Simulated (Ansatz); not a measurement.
# Li (bcc type): a relaxation

The task is a relaxation on Li (bcc type).

Program: Ansatz 0.2.0. Level of theory: DFT, PBEsol, PAW with Ansatz's default frozen-core files, scalar-relativistic. These are calculated values, not measurements.

### Step 1. The system as given

It takes space group Im-3m (No. 229, cubic). The conventional cell has a = 3.430 Å, b = 3.430 Å, c = 3.430 Å, α = 90.00°, β = 90.00°, γ = 90.00°. Li (site symmetry m-3m) has 8 Li at 2.97 Å as nearest neighbours.

Coordinates:

```
Li
1.0
    -1.71486    1.71486    1.71486
     1.71486   -1.71486    1.71486
     1.71486    1.71486   -1.71486
Li
1
Direct
  0.00000 0.00000 0.00000
```

### Step 2. Running it

Input file input.yaml:

```yaml
crystal:
  lattice:
    - [-1.7148638923, 1.7148638923, 1.7148638923]
    - [1.7148638923, -1.7148638923, 1.7148638923]
    - [1.7148638923, 1.7148638923, -1.7148638923]
  atoms:
    - { symbol: Li, position: [0.0, 0.0, 0.0] }
kpoints:
  mp_grid: { grid: [16, 16, 16] }
scf:
  occupations: { method: fermi_dirac, width: 0.08 }
  convergence: { dr2_threshold: 1.0e-16 }
  max_iter: 75
hamiltonian:
  xc: pbesol
  pseudopotentials: { kind: paw }
output:
  forces: true
  stress: true
relax:
  f_tol: 0.005
  max_steps: 40
  cell: {}
```

Started as:

```
> ansatz run input.yaml --threads 1 --pin off --max-ram 2048MiB --backend cpu --events-out ev --progress --plain --runs-dir out
```

What happens when this is run?

This run ends as converged. Convergence says nothing about whether the input makes sense.

In the input, scf.convergence.dr2_threshold is 1.0e-16. The risk: threshold needlessly tight. Once met, so tight a threshold does no harm; it costs cycles.

The test: delete scf.convergence.dr2_threshold (the default then holds).
